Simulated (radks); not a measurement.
# Ionisation of Ar: one atom, several choices of functional

One table from this session's results is given with a row withheld; the runs are named, their logs left out.

The numbers are computed with radks (a radial shooting solver on a logarithmic mesh, Libxc functionals) version 1 (scalar-relativistic Kohn-Sham, spin-polarised, spherical densities, finite nucleus; open shells are filled with parallel spins first), except any that are marked as measured or tabulated.

**The system**

| Quantity | Value |
| --- | --- |
| element | argon (Z = 18) |
| charge | 0 |
| electrons | 18 |
| configuration | [Ar] |
| ion | Ar⁺, [Ne] 3s2 3p5 |
| choices | PBEsol; revPBE; OLYP; HCTH/407; BLYP; LDA (Slater exchange, Perdew-Wang correlation); B86b exchange with PBE correlation |

Outer shells as boxes (Hund's rule):

Ar
```
[Ne] core
3s [↑↓]
3p [↑↓][↑↓][↑↓]
```

Ar⁺
```
[Ne] core
3s [↑↓]
3p [↑↓][↑↓][↑ ]
```

Set-up of the first run:

Input:

```text
Z 18
configuration [Ar]
relativity scalar-relativistic
functional pbe_sol,pbe_sol
spin polarised
nucleus finite rms 3.4274 fm
c 137.035999084
```

Among the steps run: PBEsol: Ar; PBEsol: Ar⁺; revPBE: Ar; revPBE: Ar⁺; OLYP: Ar; OLYP: Ar⁺; HCTH/407: Ar; HCTH/407: Ar⁺; BLYP: Ar; BLYP: Ar⁺; LDA (Slater exchange, Perdew-Wang correlation): Ar; LDA (Slater exchange, Perdew-Wang correlation): Ar⁺; B86b exchange with PBE correlation: Ar; B86b exchange with PBE correlation: Ar⁺.

One of the session's tables, all rows but one given; the rest of the session is left out.

| functional | Δ-SCF (eV) | −ε(HOMO) (eV) | <r> HOMO (bohr) |
| --- | --- | --- | --- |
| PBEsol | 15.756 | 10.233 | 1.664 |
| revPBE | 15.757 | 10.230 | 1.663 |
| OLYP | 15.752 | 10.226 | 1.660 |
| HCTH/407 | 16.065 | 10.560 | 1.654 |
| BLYP | 15.661 | 10.142 | 1.669 |
| LDA (Slater exchange, Perdew-Wang correlation) | ? | ? | ? |
| B86b exchange with PBE correlation | 15.820 | 10.292 | 1.663 |

Q: Estimate the row for LDA (Slater exchange, Perdew-Wang correlation) from the others.

As computed: Δ-SCF (eV): 15.920; −ε(HOMO) (eV): 10.385; <r> HOMO (bohr): 1.665. In the column «Δ-SCF (eV)» it lies between B86b exchange with PBE correlation (15.820) and HCTH/407 (16.065).

Open shells are spherical and high-spin; term and fine-structure splittings are not resolved.
